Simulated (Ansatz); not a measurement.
# K₂InGaCl₆, space group Fm-3m: a band structure

With Ansatz 0.2.0, Python API.

The cells in order, each with its output:

```python
import json

import ansatz as az
import matplotlib.pyplot as plt
import numpy as np
```

```python
vectors = np.array([
    [0.0, 5.373273, 5.373273],
    [5.373273, 0.0, 5.373273],
    [5.373273, 5.373273, 0.0],
])
cell = (
    az.Lattice.of(vectors)
    .atom("K", (0.75, 0.75, 0.75))
    .atom("K", (0.25, 0.25, 0.25))
    .atom("In", (0.5, 0.5, 0.5))
    .atom("Ga", (0.0, 0.0, 0.0))
    .atom("Cl", (0.737457, 0.262543, 0.262543))
    .atom("Cl", (0.262543, 0.262543, 0.737457))
    .atom("Cl", (0.262543, 0.737457, 0.737457))
    .atom("Cl", (0.262543, 0.737457, 0.262543))
    .atom("Cl", (0.737457, 0.262543, 0.737457))
    .atom("Cl", (0.737457, 0.737457, 0.262543))
)
```

```python
# vertices of the path, as fractions of the reciprocal vectors
path = [
    ("K", (0.375, 0.375, 0.75)),
    ("G", (0.0, 0.0, 0.0)),
    ("L", (0.5, 0.5, 0.5)),
    ("W", (0.5, 0.25, 0.75)),
    ("X", (0.5, 0.0, 0.5)),
]
calc = (
    cell.calculation()
    .functional("pbesol")
    .basis(530)
    .kpoints(density=3.1)
    .occupations("Fixed")
    .scf(tolerance=1e-05)
    .band_structure([point for _, point in path], intervals=10)
    .scf(extra_bands=6)
)
done = calc.run(threads=1)
summary = done.report
```

    

```python
done.lattice.cell_ang
```

    array([[0.      , 5.373273, 5.373273],
           [5.373273, 0.      , 5.373273],
           [5.373273, 5.373273, 0.      ]])

```python
summary["mixing_algorithm"], summary["preconditioner"], summary["eigensolver"]
```

    ('MSR1', 'Resta', 'band_cg')

```python
energy = summary["free_energy_ev"]
print("K2InGaCl6: {:.6f} eV = {:.6f} Ry = {:.6f} Ha".format(energy, energy / 13.605693, energy / 27.211386))
print("Fermi level {:.4f} eV, {} k-points, {} symmetry operations".format(summary["fermi_energy_ev"], summary["n_kpoints"], summary["n_symmetry_ops"]))
```

    K2InGaCl6: -18678.940682 eV = -1372.876830 Ry = -686.438415 Ha
    Fermi level 2.6839 eV, 8 k-points, 48 symmetry operations

```python
keep = ["free_energy_ev", "energy_sigma0_ev", "fermi_energy_ev", "n_iterations", "converged", "magnetization_mub", "n_kpoints"]
with open("k2ingacl6.json", "w") as handle:
    json.dump({key: summary[key] for key in keep}, handle, indent=1)
```

```python
bands = done.band_structure()
fermi = bands.fermi_energy_ev
print(f"zero of the bands: {fermi:.3f} eV, the Fermi level found on the SCF mesh")
reciprocal = 2 * np.pi * np.linalg.inv(done.lattice.cell_ang).T
steps = np.linalg.norm(np.diff(bands.kpoints_frac @ reciprocal, axis=0), axis=1)
distance = np.concatenate([[0], np.cumsum(steps)])
fig, ax = plt.subplots(figsize=(5, 4))
for channel, colour in zip(bands.channels, ("C0", "C3")):
    ax.plot(distance, channel.eigenvalues_ev - fermi, colour, lw=1)
ax.set_xticks(distance[::10], [label for label, _ in path])
ax.set(ylim=(-4, 4), ylabel="E - E_F (eV)", xlim=(0, distance[-1]))
ax.grid(axis="x")
fig.savefig("bands.png", dpi=100)
first = bands.channels[0].eigenvalues_ev - fermi
near = np.argsort(np.abs(first.mean(axis=0)))[:4]
for band in sorted(near):
    print(f"band {band + 1}: {first[:, band].min():.3f} to {first[:, band].max():.3f} eV")
```

    zero of the bands: 2.684 eV, the Fermi level found on the SCF mesh
    band 40: -2.128 to -1.669 eV
    band 41: -2.099 to -1.586 eV
    band 42: -1.806 to -1.586 eV
    band 43: -1.615 to 0.000 eV

It writes `k2ingacl6.json`:
```json
{
 "free_energy_ev": -18678.940682309578,
 "energy_sigma0_ev": -18678.940682309578,
 "fermi_energy_ev": 2.683899795647763,
 "n_iterations": 6,
 "converged": true,
 "magnetization_mub": 0.0,
 "n_kpoints": 8
}
```

What to keep in mind:
- The settings weren't tested for convergence.
- The computed bands are complete only to about 4.8 eV above the Fermi level.
- Under fixed occupations the level called the Fermi level is the highest filled one on the SCF mesh; off the mesh a filled band can lie a little above it.
- Only differences from the Fermi energy are physical; the zero of the scale is a convention.
- The structure comes from a database of computed cells and needn't be a stable or known phase.
- Gaps and levels are Kohn-Sham values on a finite set of k-points, without spin-orbit coupling.
- Hardware and time: 29 s on 1 thread of Arm Neoverse V1, with other jobs on the host, peak memory 0.87 GiB.

(Lines on the test bed's own set-up are left out of the output.)
